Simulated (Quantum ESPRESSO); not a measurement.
# Bi in Quantum ESPRESSO: notebook, part 3 of 3

Quantum ESPRESSO 7.5. The steps go on from the part before.

## Step 5: Work function, PW91

pw.in reads:

```
&CONTROL
  calculation = 'scf'
  prefix = 'pwscf'
  outdir = './tmp'
  pseudo_dir = './pseudo'
  tprnfor = .true.
  disk_io = 'low'
/
&SYSTEM
  ibrav = 0
  celldm(1) = 8
  nat = 1
  ntyp = 1
  ecutwfc = 66
  nbnd = 13
  input_dft = 'pw91'
  occupations = 'smearing'
  smearing = 'fd'
  degauss = 0.00367493
/
&ELECTRONS
  conv_thr = 1d-09
  electron_maxstep = 150
  mixing_beta = 0.3
  mixing_mode = 'local-TF'
/
ATOMIC_SPECIES
Bi   208.9804 Bi_ONCV_PBE-1.2.upf
CELL_PARAMETERS alat
  0.7391947195392   0.0000000000000   0.0000000000000
  0.0000000000000   0.7391947195392   0.0000000000000
  0.0000000000000   0.0000000000000   5.6219352207617
ATOMIC_POSITIONS crystal
Bi     0.5000000000    0.5000000000    0.2941200000
K_POINTS automatic
9 9 1 0 0 0
```

pp_density.in reads:

```
&INPUTPP
  prefix = 'pwscf'
  outdir = './tmp'
  filplot = 'density.dat'
  plot_num = 0
/
&PLOT
  nfile = 1
  filepp(1) = 'density.dat'
  iflag = 3
  output_format = 6
  fileout = 'density.cube'
/
```

pp_potential.in reads:

```
&INPUTPP
  prefix = 'pwscf'
  outdir = './tmp'
  filplot = 'potential.dat'
  plot_num = 11
/
&PLOT
  nfile = 1
  filepp(1) = 'potential.dat'
  iflag = 3
  output_format = 6
  fileout = 'potential.cube'
/
```

pp_elf.in reads:

```
&INPUTPP
  prefix = 'pwscf'
  outdir = './tmp'
  filplot = 'elf.dat'
  plot_num = 8
/
&PLOT
  nfile = 1
  filepp(1) = 'elf.dat'
  iflag = 3
  output_format = 6
  fileout = 'elf.cube'
/
```

Potentials or basis: SG15 PBE 1.2.

The run is started by

```
$ OMP_NUM_THREADS=1 mpirun -n 2 pw.x -nk 2 -in pw.in > pw.out
$ OMP_NUM_THREADS=1 mpirun -n 1 pp.x -in pp_density.in > pp_density.out
$ OMP_NUM_THREADS=1 mpirun -n 1 pp.x -in pp_potential.in > pp_potential.out
$ OMP_NUM_THREADS=1 mpirun -n 1 pp.x -in pp_elf.in > pp_elf.out
```

pw.out:

```text
This program is part of the open-source Quantum ESPRESSO suite
     for quantum simulation of materials; please cite
         "P. Giannozzi et al., J. Phys.:Condens. Matter 21 395502 (2009);
         "P. Giannozzi et al., J. Phys.:Condens. Matter 29 465901 (2017);
         "P. Giannozzi et al., J. Chem. Phys. 152 154105 (2020);
     in publications or presentations arising from this work. More details at

     IMPORTANT: XC functional enforced from input :
     Exchange-correlation= PW91
                           (   1   4   2   2   0   0   0)
     Any further DFT definition will be discarded
     Please, verify this is what you really want

     Message from routine setup:
[... 7 lines left out ...]
     --------------------
     sticks:   dense  smooth     PW     G-vecs:    dense   smooth      PW
     Sum         741     741    221               113957   113957   18105

     Using Slab Decomposition

     bravais-lattice index     =            0
     lattice parameter (alat)  =       8.0000  a.u.
     unit-cell volume          =    1572.8000 (a.u.)^3
     number of atoms/cell      =            1
     number of atomic types    =            1
     number of electrons       =        15.00
     number of Kohn-Sham states=           13
     kinetic-energy cutoff     =      66.0000  Ry
     charge density cutoff     =     264.0000  Ry
     scf convergence threshold =      1.0E-09
     mixing beta               =       0.3000
     number of iterations used =            8  local-TF  mixing
     Exchange-correlation= PW91
                           (   1   4   2   2   0   0   0)

     celldm(1)=   8.000000  celldm(2)=   0.000000  celldm(3)=   0.000000
     celldm(4)=   0.000000  celldm(5)=   0.000000  celldm(6)=   0.000000

     crystal axes: (cart. coord. in units of alat)
               a(1) = (   0.739195   0.000000   0.000000 )
               a(2) = (   0.000000   0.739195   0.000000 )
               a(3) = (   0.000000   0.000000   5.621935 )

     reciprocal axes: (cart. coord. in units 2 pi/alat)
               b(1) = (  1.352824  0.000000  0.000000 )
               b(2) = (  0.000000  1.352824  0.000000 )
               b(3) = (  0.000000  0.000000  0.177875 )

     PseudoPot. # 1 for Bi read from file:
     Bi_ONCV_PBE-1.2.upf
     Pseudo is Norm-conserving, Zval = 15.0
     Generated using ONCVPSP code by D. R. Hamann
     Using radial grid of  602 points,  8 beta functions with:
                l(1) =   0
                l(2) =   0
                l(3) =   1
                l(4) =   1
                l(5) =   2
                l(6) =   2
                l(7) =   3
                l(8) =   3

     atomic species   valence    mass     pseudopotential
     Bi               15.00   208.98040     Bi( 1.00)

      8 Sym. Ops. (no inversion) found

   Cartesian axes

     site n.     atom                  positions (alat units)
         1        Bi     tau(   1) = (   0.3695974   0.3695974   1.6535236  )

     number of k points=    15  Fermi-Dirac smearing, width (Ry)=  0.0037
                       cart. coord. in units 2pi/alat
        k(    1) = (   0.0000000   0.0000000   0.0000000), wk =   0.0246914
        k(    2) = (   0.0000000   0.1503137   0.0000000), wk =   0.0987654
        k(    3) = (   0.0000000   0.3006274   0.0000000), wk =   0.0987654
        k(    4) = (   0.0000000   0.4509412   0.0000000), wk =   0.0987654
        k(    5) = (   0.0000000   0.6012549   0.0000000), wk =   0.0987654
        k(    6) = (   0.1503137   0.1503137   0.0000000), wk =   0.0987654
        k(    7) = (   0.1503137   0.3006274   0.0000000), wk =   0.1975309
        k(    8) = (   0.1503137   0.4509412   0.0000000), wk =   0.1975309
        k(    9) = (   0.1503137   0.6012549   0.0000000), wk =   0.1975309
        k(   10) = (   0.3006274   0.3006274   0.0000000), wk =   0.0987654
        k(   11) = (   0.3006274   0.4509412   0.0000000), wk =   0.1975309
        k(   12) = (   0.3006274   0.6012549   0.0000000), wk =   0.1975309
        k(   13) = (   0.4509412   0.4509412   0.0000000), wk =   0.0987654
        k(   14) = (   0.4509412   0.6012549   0.0000000), wk =   0.1975309
        k(   15) = (   0.6012549   0.6012549   0.0000000), wk =   0.0987654

     Dense  grid:   113957 G-vectors     FFT dimensions: (  32,  32, 240)

     Initial potential from superposition of free atoms

     starting charge      14.9238, renormalised to      15.0000

     negative rho (up, down):  6.756E-04 0.000E+00
     Starting wfcs are random

     Self-consistent Calculation

     iteration #  1     ecut=    66.00 Ry     beta= 0.30
     Davidson diagonalization with overlap
     ethr =  1.00E-02,  avg # of iterations =  9.6

     Threshold (ethr) on eigenvalues was too large:
     Diagonalizing with lowered threshold

     Davidson diagonalization with overlap
     ethr =  7.97E-05,  avg # of iterations =  7.1

     negative rho (up, down):  1.073E-03 0.000E+00

     total energy              =    -135.94123300 Ry
     estimated scf accuracy    <       0.00671461 Ry

     iteration #  2     ecut=    66.00 Ry     beta= 0.30
     Davidson diagonalization with overlap
     ethr =  4.48E-05,  avg # of iterations =  2.0

     negative rho (up, down):  5.209E-03 0.000E+00

     total energy              =    -135.93984291 Ry
     estimated scf accuracy    <       0.00440777 Ry

     iteration #  3     ecut=    66.00 Ry     beta= 0.30
     Davidson diagonalization with overlap
     ethr =  2.94E-05,  avg # of iterations =  7.4

     negative rho (up, down):  6.054E-03 0.000E+00

     total energy              =    -135.94054760 Ry
     estimated scf accuracy    <       0.00036338 Ry

     iteration #  4     ecut=    66.00 Ry     beta= 0.30
     Davidson diagonalization with overlap
     ethr =  2.42E-06,  avg # of iterations =  6.1

     negative rho (up, down):  5.714E-03 0.000E+00

     total energy              =    -135.94051153 Ry
     estimated scf accuracy    <       0.00020260 Ry

     iteration #  5     ecut=    66.00 Ry     beta= 0.30
     Davidson diagonalization with overlap
     ethr =  1.35E-06,  avg # of iterations =  5.3

     negative rho (up, down):  6.131E-03 0.000E+00

     total energy              =    -135.94048877 Ry
     estimated scf accuracy    <       0.00008243 Ry

     iteration #  6     ecut=    66.00 Ry     beta= 0.30
     Davidson diagonalization with overlap
     ethr =  5.50E-07,  avg # of iterations =  5.8
[... 51 lines left out ...]
     iteration # 12     ecut=    66.00 Ry     beta= 0.30
     Davidson diagonalization with overlap
     ethr =  2.10E-09,  avg # of iterations =  6.1

     negative rho (up, down):  2.171E-05 0.000E+00

     total energy              =    -135.94031470 Ry
     estimated scf accuracy    <       0.00000001 Ry

     iteration # 13     ecut=    66.00 Ry     beta= 0.30
     Davidson diagonalization with overlap
     ethr =  8.33E-11,  avg # of iterations =  2.7

     negative rho (up, down):  3.489E-06 0.000E+00

     total energy              =    -135.94031266 Ry
     estimated scf accuracy    <          2.3E-09 Ry

     iteration # 14     ecut=    66.00 Ry     beta= 0.30
     Davidson diagonalization with overlap
     ethr =  1.54E-11,  avg # of iterations =  4.7

     negative rho (up, down):  8.881E-07 0.000E+00

     total energy              =    -135.94031248 Ry
     estimated scf accuracy    <          2.2E-09 Ry

     iteration # 15     ecut=    66.00 Ry     beta= 0.30
     Davidson diagonalization with overlap
     ethr =  1.50E-11,  avg # of iterations =  3.1

     End of self-consistent calculation

          k = 0.0000 0.0000 0.0000 ( 14277 PWs)   bands (ev):

   -25.4428 -25.1926 -25.0003 -25.0003 -24.9878 -14.8734  -4.7926   0.7889
     1.7829   2.2942   2.4719   2.9519   3.1267

          k = 0.0000 0.1503 0.0000 ( 14269 PWs)   bands (ev):

   -25.4115 -25.1756 -25.0165 -25.0018 -24.9990 -14.6995  -4.6003   0.4950
     1.0506   1.9695   2.4852   2.6827   3.1396

          k = 0.0000 0.3006 0.0000 ( 14255 PWs)   bands (ev):

   -25.3500 -25.1144 -25.0573 -25.0370 -24.9956 -14.1899  -4.0510  -2.3281
     1.5538   2.5166   3.0526   3.2700   3.6923

          k = 0.0000 0.4509 0.0000 ( 14271 PWs)   bands (ev):

   -25.3087 -25.1032 -25.0767 -25.0159 -24.9918 -13.4195  -4.8526  -3.2504
     2.4749   3.1976   3.9984   4.0730   4.1329

          k = 0.0000 0.6013 0.0000 ( 14266 PWs)   bands (ev):

   -25.2920 -25.1329 -25.1025 -24.9893 -24.9411 -12.6954  -6.4954  -2.5138
     2.4177   3.7673   4.7302   4.9424   5.3184

          k = 0.1503 0.1503 0.0000 ( 14251 PWs)   bands (ev):

   -25.3762 -25.1624 -25.0163 -25.0159 -25.0144 -14.5258  -4.4080   0.5961
     0.8167   1.2855   2.1562   2.6760   3.3273

          k = 0.1503 0.3006 0.0000 ( 14286 PWs)   bands (ev):

   -25.3054 -25.1103 -25.0558 -25.0526 -25.0115 -14.0166  -3.8583  -2.1384
     1.2583   1.8080   2.7033   3.2433   3.8799

          k = 0.1503 0.4509 0.0000 ( 14258 PWs)   bands (ev):

   -25.2606 -25.1015 -25.0941 -25.0142 -25.0075 -13.2470  -4.6676  -3.0567
     2.0779   2.7108   3.3789   4.1887   4.3098

          k = 0.1503 0.6013 0.0000 ( 14251 PWs)   bands (ev):

   -25.2441 -25.1310 -25.1207 -25.0049 -24.9387 -12.5239  -6.3127  -2.3184
     2.5874   2.8394   3.9642   5.1288   5.5077

          k = 0.3006 0.3006 0.0000 ( 14271 PWs)   bands (ev):

   -25.2017 -25.0975 -25.0843 -25.0534 -25.0500 -13.5087  -3.3077  -1.6142
    -1.5836   2.3139   3.2492   3.8105   4.4308

          k = 0.3006 0.4509 0.0000 ( 14236 PWs)   bands (ev):

   -25.1409 -25.1348 -25.0970 -25.0471 -25.0101 -12.7405  -4.1455  -2.5049
    -0.8193   3.2248   3.8981   4.7550   4.8345

          k = 0.3006 0.6013 0.0000 ( 14207 PWs)   bands (ev):

   -25.1666 -25.1262 -25.1243 -25.0442 -24.9303 -12.0177  -5.8005  -1.7651
    -0.1178   3.0935   4.4467   5.2733   5.6806

          k = 0.4509 0.4509 0.0000 ( 14183 PWs)   bands (ev):

   -25.1866 -25.0931 -25.0905 -25.0110 -24.9919 -11.9708  -3.5051  -3.2996
    -1.7051   4.0353   4.4840   4.7237   5.7060

          k = 0.4509 0.6013 0.0000 ( 14199 PWs)   bands (ev):

   -25.2181 -25.1206 -25.0884 -25.0043 -24.9033 -11.2409  -5.0898  -2.7566
    -0.9760   3.2569   3.9186   5.4792   6.3473

          k = 0.6013 0.6013 0.0000 ( 14208 PWs)   bands (ev):

   -25.2513 -25.1172 -25.1168 -24.9632 -24.8476 -10.4919  -4.5248  -4.4579
    -0.2799   2.0470   4.8503   5.5019   6.7352

     the Fermi energy is    -2.4064 ev

!    total energy              =    -135.94031280 Ry
     estimated scf accuracy    <          2.9E-10 Ry
     smearing contrib. (-TS)   =      -0.00088805 Ry
     internal energy E=F+TS    =    -135.93942475 Ry

     The total energy is F=E-TS. E is the sum of the following terms:
     one-electron contribution =    -548.86386943 Ry
     hartree contribution      =     274.02713659 Ry
     xc contribution           =     -15.73732861 Ry
     ewald contribution        =     154.63463670 Ry

     convergence has been achieved in  15 iterations

     Forces acting on atoms (cartesian axes, Ry/au):

     atom    1 type  1   force =     0.00000000    0.00000000    0.00000000

     Total force =     0.000000     Total SCF correction =     0.000009

=------------------------------------------------------------------------------=
   JOB DONE.
=------------------------------------------------------------------------------=
```

Wall time 45 s (2 MPI ranks of Arm Neoverse V2, shared host); peak memory 0.4 GiB.

What came out:

| Item | Value |
| --- | --- |
| Free energy | -1849.5622 eV |
| Band gap on the k mesh | none (metal or under the smearing width) |
| Work function of the upper face | 4.66 eV |
| Work function of the lower face | 4.66 eV |

Levels at points of the mesh, in eV from the Fermi level:
| k point | band 3 | band 4 | band 5 | band 6 | band 7 | band 8 | band 9 | band 10 | band 11 | band 12 |
| --- | --- | --- | --- | --- | --- | --- | --- | --- | --- | --- |
| (0.00, 0.00, 0.00) | -22.59 | -22.59 | -22.58 | -12.47 | -2.39 | 3.20 | 4.19 | 4.70 | 4.88 | 5.36 |

Caveat: spin-orbit coupling is left out, which moves the levels of the heavy elements.

## Step 6: The runs side by side

```tsv
level	gap on the mesh (eV)	work function (eV)
revPBE	none	4.50
AM05	none	4.59
BLYP	none	4.34
PW91	none	4.66
```

Alike in all rows: task work function; potentials or basis SG15 PBE 1.2; no spin polarisation; cell as given; k mesh 9 × 9 × 1; cutoff (eV) 898; smearing fermi-dirac 0.05 eV.

Every run on the cell as given and a fine mesh finds a metal.

Caveats: spin-orbit coupling is left out, which moves the levels of the heavy elements.

Absolute energies hang on the potentials; compare differences alone.
